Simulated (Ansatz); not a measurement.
# CH₄BGa, SMILES [BH]1[CH2][GaH]1: an active-space calculation

With the Ansatz DFT code, driven from Python.

Input file `ch4bga.xyz`:
```text
7

B    -0.63300   -0.33070   -0.45870
C     0.20470    0.32760    0.68590
Ga    1.07870   -0.11930   -0.88500
H    -1.50580   -0.17830   -1.23460
H    -0.43030    0.55350    1.54500
H     0.68990    1.27830    0.32460
H     0.65700   -1.59910   -0.02280
```

At the Python prompt:
```pycon
>>> import ansatz as az
>>> geometry = az.Crystal.molecule_from_extxyz("ch4bga.xyz")
>>> model = (
...     geometry.calculation()
...     .basis(gaussian="def2-SVP")  # the orbital basis, by name
...     .correlation(active_electrons=2, active_orbitals=3)
... )
>>> for method in [None]:
...     data = (model if method is None else model.correlation(method)).run().report
...     space = data["configurations"]
...     state = space["states"][0]
...     print(method or "casscf", f"total {data['free_energy_ev'] / 27.211386246:.6f} Ha, active-space state {state['energy']['hartree']:.6f} Ha, mean field {data['reference_energy_ev'] / 27.211386246:.6f} Ha")
...     print("  determinants", state["n_determinants"], " natural occupations", [round(n, 3) for n in space["natural_occupations"]])
...
casscf total -1987.537366 Ha, active-space state -1987.537366 Ha, mean field -1987.506732 Ha
  determinants 9  natural occupations [1.821, 0.167, 0.012]
```

Notes:
- Total energies depend on the basis set; only differences at equal settings carry meaning.
- The geometry is a force-field or estimated start, not a minimum of this method, and the basis set is short of its limit. The active space starts as a window about the frontier orbitals and is then optimised, not chosen by chemistry.
- Timing: 5.5 s on 1 thread of Arm Neoverse V2, on a shared host, peak memory 0.23 GiB.
